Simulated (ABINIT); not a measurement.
Crystal: DyO.

```
CELL_PARAMETERS angstrom
3.07868 0.00000 0.00000
-1.53934 2.66621 0.00000
0.00000 0.00000 3.00464
ATOMIC_POSITIONS crystal
Dy 0.00000 0.00000 0.00000
O 0.66667 0.33333 0.50000
```

The cell comes from a database or a generator and needn't be the stable form of this composition.

Base run:

| Property | Result |
| --- | --- |
| Program | ABINIT 10.8.3 (patched build) |
| Functional | PBE |
| Potentials or basis | Ansatz PAW PBE default generated set, frozen core |
| Cutoff | 435 eV |
| k mesh | 7 × 7 × 6 |
| Occupations | gaussian, width 0.05 eV |
| Spin | no spin polarisation |
| Hubbard terms | Dy f U = 3 eV |

Its results: band gap on the k mesh none (metal or under the smearing width); pressure 27.3 GPa.

Problem. The run is repeated on the same cell with these changes: spin from no spin polarisation to collinear spin, ferromagnetic start; hubbard terms from Dy f U = 3 eV to Dy f U = 3 eV, J = 0.5 eV. What comes out?

Solution. Band gap on the k mesh none (metal or under the smearing width); pressure 34.4 GPa; net moment 4.32 μB per cell; site moments Dy +4.34; O -0.02 μB.

Several settings changed at once, so the effect can't be laid on one alone.

Caveats: the atomic spheres overlap; U without spin polarisation on a metal has little footing (some runs); the magnetic or orbital state may not be the lowest (some runs); a pressure of tens of GPa on the cell as given is suspect, and the run, the potentials or the cell itself is likely at fault (some runs); spin-orbit coupling is left out, which moves the levels of the heavy elements (some runs).
